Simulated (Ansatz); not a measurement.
# C2H8AlFO: shape, modes and thermochemistry

Aim: relax C2H8AlFO from a cheap starting geometry, then compute its harmonic vibrations to see whether it is a minimum and to get the zero-point energy and entropy.

Computed with Ansatz 0.2.0, Gaussian basis. Level: RKS PBE0-D4/def2-TZVP.

The runs, in order: relaxation at PBE-D4/def2-SVP; relaxation at PBE0-D4/def2-TZVP; harmonic vibrations at the same level.

1 further run of the same task is left out (set aside as unsound or not needed).

## Step 1: Starting geometry

13 atoms, charge 0, spin multiplicity 1.

Atoms are counted from 1 here; the program's logs count them from 0.

Bond lengths: C1–Al2 1.943 Å, C1–H6 1.102 Å, C1–H7 1.161 Å, C1–H8 1.087 Å, Al2–C3 1.972 Å, Al2–O4 1.848 Å, Al2–F5 1.815 Å, C3–H9 1.160 Å, C3–H10 1.123 Å, C3–H11 1.081 Å, O4–H12 1.033 Å, O4–H13 0.868 Å. Angles: Al2–C1–H6 112.3°, Al2–C1–H7 108.0°, Al2–C1–H8 111.0°, H6–C1–H7 105.3°, H6–C1–H8 113.1°, H7–C1–H8 106.7°, C1–Al2–C3 107.1°, C1–Al2–O4 112.7°, C1–Al2–F5 109.9°, C3–Al2–O4 109.3°, C3–Al2–F5 109.5°, O4–Al2–F5 108.2°, Al2–C3–H9 108.5°, Al2–C3–H10 110.6°, Al2–C3–H11 111.5°, H9–C3–H10 105.1°, H9–C3–H11 110.5°, H10–C3–H11 110.5° and more.

The start is a force-field geometry with small random shifts, so a cheaper pass at PBE-D4/def2-SVP comes first.

## Step 2: Relaxation at PBE-D4/def2-SVP (cheap first pass)

in.yaml

```yaml
crystal:
  periodic: [false, false, false]
  atoms:
    - {symbol: C, position_ang: [-1.619200, 0.129500, -0.763800]}
    - {symbol: Al, position_ang: [0.245800, 0.417200, -0.302700]}
    - {symbol: C, position_ang: [1.007300, -1.342600, 0.158900]}
    - {symbol: O, position_ang: [0.458000, 1.569500, 1.126700]}
    - {symbol: F, position_ang: [1.134200, 1.108300, -1.726400]}
    - {symbol: H, position_ang: [-2.209300, -0.237700, 0.091500]}
    - {symbol: H, position_ang: [-2.084100, 1.157900, -1.038200]}
    - {symbol: H, position_ang: [-1.709700, -0.499400, -1.646300]}
    - {symbol: H, position_ang: [2.115200, -1.194700, 0.470500]}
    - {symbol: H, position_ang: [0.502300, -1.765000, 1.068400]}
    - {symbol: H, position_ang: [0.936700, -2.034000, -0.669600]}
    - {symbol: H, position_ang: [-0.051300, 1.090600, 1.886900]}
    - {symbol: H, position_ang: [1.294400, 1.565700, 1.358900]}
basis:
  gaussian: {orbitals: def2-SVP}
hamiltonian: {xc: pbe, dispersion: d4}
relax: {f_tol: 0.03, max_steps: 200}
```

Log (excerpt; [...] marks lines left out):

```text
Functional definition: PBE
  name "PBE"
  cite "Perdew, Burke & Ernzerhof, Phys. Rev. Lett. 77, 3865 (1996) doi:10.1103/PhysRevLett.77.3865"
  parent pbe
[...]
1264 factors; their error is unknown
[...]
mean field -13547.98947088 eV, -497.8794298977 hartree, gradient 1.5e-5 eV, S^2 0.000000; 0 other end points of the search recorded, 0 dependent functions left out
[...]
reference -13547.98951035 eV, -497.8794313482 hartree; 25, 25 occupied and 89, 89 virtual orbitals, 1264 factors
relax step   1: F+E_penalty+E_count = -13548.20908348 eV  Δ(F+E_penalty+E_count) = +0.000e0 eV  max|allowed force component| = 8.418e0 eV/Å  Δτ_max = 0.0000 Å  (29 SCF iters, accepted)
[...]
relax step   5: F+E_penalty+E_count = -13549.53718367 eV  Δ(F+E_penalty+E_count) = -2.180e-2 eV  max|allowed force component| = 8.737e-2 eV/Å  Δτ_max = 0.1015 Å  (29 SCF iters, accepted)
[...]
relax step   9: F+E_penalty+E_count = -13549.55625200 eV  Δ(F+E_penalty+E_count) = -9.872e-3 eV  max|allowed force component| = 1.077e-1 eV/Å  Δτ_max = 0.0975 Å  (28 SCF iters, accepted)
[...]
relax step  13: F+E_penalty+E_count = -13549.62935069 eV  Δ(F+E_penalty+E_count) = -4.180e-2 eV  max|allowed force component| = 2.051e-1 eV/Å  Δτ_max = 0.2000 Å  (27 SCF iters, accepted)
[...]
mean field -13549.44046912 eV, -497.9327530997 hartree, gradient 7.9e-6 eV, S^2 0.000000; 1 other end points of the search recorded, 0 dependent functions left out
[...]
reference -13549.44050917 eV, -497.9327545714 hartree; 25, 25 occupied and 89, 89 virtual orbitals, 1264 factors
Total energy: -13549.65258838 eV, -497.9405483386 hartree
Atom 0 at    -1.757166     0.219917    -0.886358 Å, force     0.004613    -0.009173    -0.008101 eV/Å
Atom 1 at     0.129910     0.167425    -0.355694 Å, force    -0.012888    -0.005612    -0.007358 eV/Å
Atom 2 at     1.059785    -1.454097     0.271956 Å, force    -0.001031     0.016120     0.010292 eV/Å
Atom 3 at     0.322106     1.409364     1.273190 Å, force     0.026658     0.016842    -0.027620 eV/Å
Atom 4 at     1.150236     1.332753    -1.131953 Å, force    -0.001967    -0.002779     0.012121 eV/Å
Atom 5 at    -2.419274    -0.272252    -0.142243 Å, force     0.003070     0.003800    -0.001116 eV/Å
Atom 6 at    -2.120878     1.259822    -1.024304 Å, force    -0.001422    -0.000087     0.003697 eV/Å
Atom 7 at    -1.915658    -0.308068    -1.851705 Å, force     0.001504     0.006348     0.006486 eV/Å
Atom 8 at     2.096212    -1.261024     0.625198 Å, force    -0.005992     0.000806    -0.003386 eV/Å
Atom 9 at     0.513472    -1.967349     1.093449 Å, force     0.005297    -0.004252    -0.003882 eV/Å
Atom 10 at     1.146875    -2.197394    -0.549909 Å, force     0.000815    -0.003736    -0.001720 eV/Å
Atom 11 at     0.916180     1.014247     1.942029 Å, force    -0.002303    -0.009889     0.020073 eV/Å
Atom 12 at     0.898500     2.021958     0.751143 Å, force    -0.016354    -0.008386     0.000514 eV/Å
Dipole moment:     0.168181     0.117950     0.649125 e Å
```

Wall time 27 s (4 threads, shared host).

The steps of the relaxation: (the energy doesn't fall at every step)

```
step  energy from step 1 (eV)  largest force component (eV/Å)
   1                   0.0000                          8.4180
   2                  -1.0564                          2.1850
   3                  -1.2410                          1.2450
   4                  -1.3063                          0.1650
   5                  -1.3281                          0.0874
   6                  -1.3357                          0.1235
   7                  -1.3373                          0.1199
   8                  -1.3278                          1.0430
   9                  -1.3472                          0.1077
  10                  -1.3572                          0.3322
  11                  -1.3673                          0.7054
  12                  -1.3785                          0.9848
  13                  -1.4203                          0.2051
  14                  -1.4260                          0.1745
  15                  -1.4373                          0.1605
  16                  -1.4404                          0.1363
  17                  -1.4425                          0.0533
  18                  -1.4435                          0.0276
```

Distances of close pairs at the start and the end, largest changes first:

```csv
bond,before (Å),after (Å),change (Å)
Al2–O4,1.848,2.057,+0.209
O4–H13,0.868,0.990,+0.122
Al2–F5,1.815,1.733,-0.082
O4–H12,1.033,0.978,-0.055
C1–H7,1.161,1.110,-0.051
C3–H9,1.160,1.112,-0.048
C3–H11,1.081,1.112,+0.030
C1–H8,1.087,1.112,+0.024
```

## Step 3: Relaxation at PBE0-D4/def2-TZVP

in.yaml

```yaml
crystal:
  periodic: [false, false, false]
  atoms:
    - {symbol: C, position_ang: [-1.757166, 0.219917, -0.886358]}
    - {symbol: Al, position_ang: [0.129910, 0.167425, -0.355694]}
    - {symbol: C, position_ang: [1.059785, -1.454097, 0.271956]}
    - {symbol: O, position_ang: [0.322106, 1.409364, 1.273190]}
    - {symbol: F, position_ang: [1.150236, 1.332753, -1.131953]}
    - {symbol: H, position_ang: [-2.419274, -0.272252, -0.142243]}
    - {symbol: H, position_ang: [-2.120878, 1.259822, -1.024304]}
    - {symbol: H, position_ang: [-1.915658, -0.308068, -1.851705]}
    - {symbol: H, position_ang: [2.096212, -1.261024, 0.625198]}
    - {symbol: H, position_ang: [0.513472, -1.967349, 1.093449]}
    - {symbol: H, position_ang: [1.146875, -2.197394, -0.549909]}
    - {symbol: H, position_ang: [0.916180, 1.014247, 1.942029]}
    - {symbol: H, position_ang: [0.898500, 2.021958, 0.751143]}
basis:
  gaussian: {orbitals: def2-TZVP}
hamiltonian: {xc: pbe0, dispersion: d4}
relax: {f_tol: 0.005, max_steps: 150}
```

Log (excerpt; [...] marks lines left out):

```text
Functional definition: PBE0
  name "PBE0"
  cite "Adamo & Barone, J. Chem. Phys. 110, 6158 (1999) doi:10.1063/1.478522"
  cite "Perdew, Burke & Ernzerhof, Phys. Rev. Lett. 77, 3865 (1996) doi:10.1103/PhysRevLett.77.3865"
  parent pbe
[...]
1298 factors; their error is unknown
[...]
mean field -13561.28596781 eV, -498.3680671474 hartree, gradient 2.2e-5 eV, S^2 0.000000; 0 other end points of the search recorded, 0 dependent functions left out
[...]
reference -13561.28600208 eV, -498.3680684066 hartree; 25, 25 occupied and 184, 184 virtual orbitals, 1298 factors
relax step   1: F+E_penalty+E_count = -13561.46663404 eV  Δ(F+E_penalty+E_count) = +0.000e0 eV  max|allowed force component| = 9.539e-1 eV/Å  Δτ_max = 0.0000 Å  (27 SCF iters, accepted)
[...]
Atom 3 at     0.331169     1.378405     1.224386 Å, force    -0.002337    -0.000745     0.000361 eV/Å
Atom 4 at     1.151600     1.267846    -1.239799 Å, force     0.000499     0.000384    -0.000971 eV/Å
Atom 5 at    -2.350230    -0.255330    -0.110886 Å, force     0.000746     0.000236    -0.000151 eV/Å
Atom 6 at    -2.095292     1.238585    -1.016636 Å, force     0.000561    -0.000720    -0.000229 eV/Å
Atom 7 at    -1.911248    -0.319396    -1.811372 Å, force     0.000092     0.000131     0.000176 eV/Å
Atom 8 at     2.086977    -1.263742     0.578126 Å, force    -0.000928     0.000334    -0.000986 eV/Å
Atom 9 at     0.518785    -1.902280     1.092271 Å, force    -0.000246     0.001151    -0.000677 eV/Å
Atom 10 at     1.103463    -2.200431    -0.530498 Å, force    -0.000167     0.000521     0.000549 eV/Å
Atom 11 at     0.798461     0.970075     1.961253 Å, force     0.001071    -0.001624     0.001663 eV/Å
Atom 12 at     0.891900     2.091113     0.886575 Å, force     0.001101     0.002194    -0.000961 eV/Å
Dipole moment:     0.165183     0.209781     0.779395 e Å
```

Wall time 36 s (4 threads, shared host); peak memory 0.53 GiB.

The steps of the relaxation:

```
step  energy from step 1 (eV)  largest force component (eV/Å)
   1                   0.0000                          0.9539
   2                  -0.0495                          0.4288
   3                  -0.0668                          0.1257
   4                  -0.0723                          0.0742
   5                  -0.0743                          0.1267
   6                  -0.0750                          0.0189
   7                  -0.0750                          0.0132
   8                  -0.0750                          0.0025
```

Close pairs (by a distance rule), those that changed most:

```
  bond  before (Å)  after (Å)  change (Å)
Al2–F5       1.733      1.691      -0.042
Al2–O4       2.057      2.023      -0.034
O4–H13       0.990      0.968      -0.022
 C1–H8       1.112      1.095      -0.017
 C3–H9       1.112      1.095      -0.016
C3–H11       1.112      1.095      -0.016
 C1–H6       1.111      1.095      -0.016
 C1–H7       1.110      1.094      -0.016
```

Mulliken charges of the relaxed molecule (report file):

C1 -0.63; Al2 0.65; C3 -0.66; O4 -0.49; F5 -0.40; H6 0.13; H7 0.13; H8 0.13; H9 0.13; H10 0.13; H11 0.14; H12 0.37; H13 0.38

## Step 4: Vibrations by finite differences

in.yaml

```yaml
crystal:
  periodic: [false, false, false]
  atoms:
    - {symbol: C, position_ang: [-1.725929, 0.218294, -0.875590]}
    - {symbol: Al, position_ang: [0.165670, 0.181650, -0.398764]}
    - {symbol: C, position_ang: [1.054974, -1.439487, 0.255733]}
    - {symbol: O, position_ang: [0.331169, 1.378405, 1.224386]}
    - {symbol: F, position_ang: [1.151600, 1.267846, -1.239799]}
    - {symbol: H, position_ang: [-2.350230, -0.255330, -0.110886]}
    - {symbol: H, position_ang: [-2.095292, 1.238585, -1.016636]}
    - {symbol: H, position_ang: [-1.911248, -0.319396, -1.811372]}
    - {symbol: H, position_ang: [2.086977, -1.263742, 0.578126]}
    - {symbol: H, position_ang: [0.518785, -1.902280, 1.092271]}
    - {symbol: H, position_ang: [1.103463, -2.200431, -0.530498]}
    - {symbol: H, position_ang: [0.798461, 0.970075, 1.961253]}
    - {symbol: H, position_ang: [0.891900, 2.091113, 0.886575]}
basis:
  gaussian: {orbitals: def2-TZVP}
hamiltonian: {xc: pbe0, dispersion: d4}
phonons: {temperatures: {t_min: 298.15, t_max: 900, t_step: 200}}
```

Log (excerpt; [...] marks lines left out):

```text
Functional definition: PBE0
  name "PBE0"
  cite "Adamo & Barone, J. Chem. Phys. 110, 6158 (1999) doi:10.1063/1.478522"
  cite "Perdew, Burke & Ernzerhof, Phys. Rev. Lett. 77, 3865 (1996) doi:10.1103/PhysRevLett.77.3865"
  parent pbe
[...]
1298 factors; their error is unknown
[...]
mean field -13561.35891033 eV, -498.3707477355 hartree, gradient 3.2e-5 eV, S^2 0.000000; 0 other end points of the search recorded, 0 dependent functions left out
[...]
reference -13561.35894465 eV, -498.3707489967 hartree; 25, 25 occupied and 184, 184 virtual orbitals, 1298 factors
[...]
1298 factors; their error is unknown
mean field -13561.35876334 eV, -498.3707423335 hartree, gradient 9.9e-7 eV, S^2 0.000000; 0 other end points of the search recorded, 0 dependent functions left out
[...]
reference -13561.35879766 eV, -498.3707435948 hartree; 25, 25 occupied and 184, 184 virtual orbitals, 1298 factors
[...]
Atom 6 at    -2.095292     1.238585    -1.016636 Å, force     0.000553    -0.000741    -0.000197 eV/Å
Atom 7 at    -1.911248    -0.319396    -1.811372 Å, force     0.000087     0.000141     0.000181 eV/Å
Atom 8 at     2.086977    -1.263742     0.578126 Å, force    -0.000947     0.000402    -0.000970 eV/Å
Atom 9 at     0.518785    -1.902280     1.092271 Å, force    -0.000241     0.001147    -0.000674 eV/Å
Atom 10 at     1.103463    -2.200431    -0.530498 Å, force    -0.000152     0.000532     0.000565 eV/Å
Atom 11 at     0.798461     0.970075     1.961253 Å, force     0.001139    -0.001689     0.001551 eV/Å
Atom 12 at     0.891900     2.091113     0.886575 Å, force     0.001106     0.002181    -0.000943 eV/Å
Dipole moment:     0.165182     0.209782     0.779394 e Å
Vibrations: 82.79 100.79 130.62 135.45 165.14 181.17 210.58 225.99 362.47 497.86 544.29 588.42 605.71 635.42 679.17 699.74 727.76 813.72 1223.25 1223.70 1440.49 1445.12 1448.87 1453.27 1623.18 3024.77 3032.85 3099.23 3104.27 3108.10 3115.24 3774.60 3886.96 cm⁻¹, zero-point energy 2.689897 eV
```

Run time: 3.3 min. Hardware: 4 threads, shared host; peak memory 0.56 GiB.

Motions are named by where the mode's potential energy lies. Wavenumbers, unscaled:

| mode | cm⁻¹ | motion |
| --- | --- | --- |
| 1 | 83 | torsion |
| 2 | 101 | torsion |
| 3 | 131 | bend with torsion |
| 4 | 135 | bend with torsion |
| 5 | 165 | torsion with bend |
| 6 | 181 | torsion |
| 7 | 211 | torsion with bend |
| 8 | 226 | torsion with bend |
| 9 | 362 | Al–O stretch |
| 10 | 498 | bend with torsion |
| 11 | 544 | Al–C stretch |
| 12 | 588 | bend with torsion |
| 13 | 606 | bend |
| 14 | 635 | bend |
| 15 | 679 | bend with Al–F stretch |
| 16 | 700 | bend with torsion |
| 17 | 728 | Al–C stretch with bend |
| 18 | 814 | Al–F stretch with bend |
| 19 | 1223 | bend |
| 20 | 1224 | bend |
| 21 | 1440 | bend |
| 22 | 1445 | bend |
| 23 | 1449 | bend |
| 24 | 1453 | bend |
| 25 | 1623 | bend |
| 26 | 3025 | C–H stretch |
| 27 | 3033 | C–H stretch |
| 28 | 3099 | C–H stretch |
| 29 | 3104 | C–H stretch |
| 30 | 3108 | C–H stretch |
| 31 | 3115 | C–H stretch |
| 32 | 3775 | O–H stretch |
| 33 | 3887 | O–H stretch |

Ideal gas, rigid rotor and harmonic oscillator at 298.15 K and 1 bar, with symmetry number 1:

```csv
term,value
zero-point energy,259.5 kJ/mol
H(298) − E,287.4 kJ/mol
"entropy, translation",165.5 J/(mol K)
"entropy, rotation",112.7 J/(mol K)
"entropy, vibration",111.7 J/(mol K)
"entropy, total",389.9 J/(mol K)
```

## Step 5: Results

| quantity | value |
| --- | --- |
| point group | C1 |
| steps | 18 + 8 |
| shift from the start (rms) | 0.405 Å |
| total energy | -13561.5417 eV |
| dispersion term | -183 meV |
| dipole moment | 3.96 D |
| lowest, highest wavenumber | 83, 3887 cm⁻¹ |
| zero-point energy | 259.5 kJ/mol |
| entropy at 298.15 K | 389.9 J/(mol K) |

What this shows: The relaxed geometry lies 0.40 Å (rms) from the start; the bond that changed most is Al2–O4, from 1.848 to 2.023 Å. All wavenumbers are real, so the end point is a minimum. The stiffest mode, 3887 cm⁻¹, is an O–H stretch, and 6 modes under 200 cm⁻¹ make the vibrational entropy uncertain. Harmonic hybrid wavenumbers usually lie a few per cent above measured fundamentals. The largest Mulliken charge, -0.66 e, sits on C3.
